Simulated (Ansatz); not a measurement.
# CH6O3Sn: the cost of one run

Program: Ansatz 0.2.0. Level of theory: RKS PBE-D4/def2-SVP. These are calculated values, not measurements.

## 1. The structure to begin with

Bond lengths: Sn1–O2 1.960 Å, O2–H3 1.010 Å, Sn1–C4 2.150 Å, C4–H5 1.110 Å, C4–H6 1.110 Å, C4–H7 1.110 Å, Sn1–O8 1.959 Å, O8–H9 1.010 Å, Sn1–O10 1.959 Å, O10–H11 1.010 Å. Angles (14 of 15 angles, heavy atoms first): O2–Sn1–C4 109.5°, O2–Sn1–O8 109.5°, O2–Sn1–O10 109.5°, C4–Sn1–O8 109.5°, C4–Sn1–O10 109.5°, O8–Sn1–O10 109.5°, Sn1–O2–H3 109.5°, Sn1–C4–H5 109.5°, Sn1–C4–H6 109.5°, Sn1–C4–H7 109.5°, Sn1–O8–H9 109.5°, Sn1–O10–H11 109.5°, H5–C4–H6 109.4°, H5–C4–H7 109.4°.

Coordinates:

```xyz
11

Sn    0.0000    0.0000    0.0000
O     0.0000    0.0000    1.9600
H    -0.9095   -0.2814    2.2971
C     2.0274    0.0000   -0.7160
H     2.3751   -1.0463   -0.8441
H     2.0760    0.5276   -1.6913
H     2.6794    0.5187    0.0175
O    -0.9232    1.5994   -0.6527
H    -1.8810    1.3686   -0.8751
O    -0.9232   -1.5994   -0.6527
H    -1.3778   -2.0650    0.1197
```

## 2. Relaxing the start

input.yaml reads:

```yaml
crystal:
  periodic: [false, false, false]
  atoms:
    - { symbol: Sn, position_ang: [0.0, 0.0, 0.0] }
    - { symbol: O, position_ang: [0.0, 0.0, 1.96] }
    - { symbol: H, position_ang: [-0.9095, -0.2814, 2.2971] }
    - { symbol: C, position_ang: [2.0274, 0.0, -0.716] }
    - { symbol: H, position_ang: [2.3751, -1.0463, -0.8441] }
    - { symbol: H, position_ang: [2.076, 0.5276, -1.6913] }
    - { symbol: H, position_ang: [2.6794, 0.5187, 0.0175] }
    - { symbol: O, position_ang: [-0.9232, 1.5994, -0.6527] }
    - { symbol: H, position_ang: [-1.881, 1.3686, -0.8751] }
    - { symbol: O, position_ang: [-0.9232, -1.5994, -0.6527] }
    - { symbol: H, position_ang: [-1.3778, -2.065, 0.1197] }
basis:
  gaussian: { orbitals: def2-SVP }
hamiltonian:
  xc: pbe
  dispersion: d4
relax:
  f_tol: 0.02
  max_steps: 40
```

Command:

```sh
> ansatz run input.yaml --threads 2 --pin off --max-ram 3072MiB --backend cpu --events-out ev --progress --plain --runs-dir out
```

Q: Estimate wall time and peak memory on 2 threads of Arm Neoverse V1, shared host.

About 48 s, with a peak of 0.15 GiB.
